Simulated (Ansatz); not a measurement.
# C₄H₅F₃O: small, medium and large basis sets

Aim: see how fast density functionals converge with the basis set for C₄H₅F₃O.

Method: one geometry, several basis sets; program: Ansatz 0.2.0, Gaussian basis.

Levels to be run: PBE0-D4/def2-SVP; ωB97M-V/def2-SVP; PBE0-D4/def2-QZVPP; ωB97M-V/def2-QZVPP; the functionals' def2-TZVPP values are taken from earlier runs.

### Step 1. The geometry

The geometry comes from an earlier relaxation with PBE0-D4 in a triple-zeta def2 set; it is a stationary point, not always the lowest conformer.

SMILES `F[C@@H]1C[C@H](F)O[C@H]1F`, 13 atoms, charge 0, spin multiplicity 1.

Atoms are counted from 1 here; the program's logs count them from 0.

Bond lengths: F1–C2 1.370 Å, C2–C3 1.519 Å, C2–O8 1.397 Å, C2–H9 1.092 Å, C3–C4 1.513 Å, C3–H10 1.091 Å, C3–H11 1.088 Å, C4–F5 1.378 Å, C4–C6 1.522 Å, C4–H12 1.090 Å, C6–F7 1.378 Å, C6–O8 1.382 Å, C6–H13 1.091 Å. Angles: F1–C2–C3 110.7°, F1–C2–O8 108.4°, F1–C2–H9 106.7°, C3–C2–O8 106.5°, C3–C2–H9 115.4°, O8–C2–H9 109.0°, C2–C3–C4 102.7°, C2–C3–H10 109.9°, C2–C3–H11 112.2°, C4–C3–H10 109.6°, C4–C3–H11 112.9°, H10–C3–H11 109.4°, C3–C4–F5 110.9°, C3–C4–C6 101.5°, C3–C4–H12 114.8°, F5–C4–C6 108.9°, F5–C4–H12 108.5°, C6–C4–H12 111.9° and more.

### Step 2. PBE0-D4 in def2-SVP

The input, in.yaml:

```yaml
crystal:
  periodic: [false, false, false]
  atoms:
    - {symbol: F, position_ang: [-1.609973, -1.527929, 0.524355]}
    - {symbol: C, position_ang: [-0.457743, -0.884523, 0.893073]}
    - {symbol: C, position_ang: [0.548906, -0.892065, -0.243821]}
    - {symbol: C, position_ang: [0.261862, 0.414237, -0.951724]}
    - {symbol: F, position_ang: [-0.780599, 0.272873, -1.841502]}
    - {symbol: C, position_ang: [-0.191556, 1.294075, 0.204516]}
    - {symbol: F, position_ang: [0.920628, 1.895233, 0.751878]}
    - {symbol: O, position_ang: [-0.762153, 0.456082, 1.143873]}
    - {symbol: H, position_ang: [-0.119837, -1.352258, 1.819799]}
    - {symbol: H, position_ang: [1.563433, -0.875636, 0.158349]}
    - {symbol: H, position_ang: [0.431305, -1.759255, -0.890904]}
    - {symbol: H, position_ang: [1.112510, 0.844835, -1.480957]}
    - {symbol: H, position_ang: [-0.896383, 2.079432, -0.071934]}
basis:
  gaussian: {orbitals: def2-SVP}
hamiltonian: {xc: pbe0, dispersion: d4}
output: {orbitals: {seedname: orbitals}}
```

Launch:

```
$ ansatz run in.yaml --threads 4 --pin off --events-out ev --progress --plain --max-ram 11315MiB
```

The runs that follow: ωB97M-V in def2-SVP; PBE0-D4 in def2-QZVPP; ωB97M-V in def2-QZVPP.

**Question.** What will the summary of the whole plan be? Wanted: PBE0-D4: double and triple zeta above quadruple; ωB97M-V: double and triple zeta above quadruple.

The runs gave:

| quantity | value |
| --- | --- |
| PBE0-D4: double and triple zeta above quadruple | 17.76, 0.74 eV |
| ωB97M-V: double and triple zeta above quadruple | 18.17, 0.70 eV |

**Reading.** PBE0-D4 gains 17.02 eV from double to triple zeta, then 0.74 eV more. These are total energies; as a rule much of such shifts cancels in differences, which this series doesn't test. The LUMO of ωB97M-V is positive and keeps falling with the basis (3.32 to 1.81 eV): an unbound level that the basis holds in place.
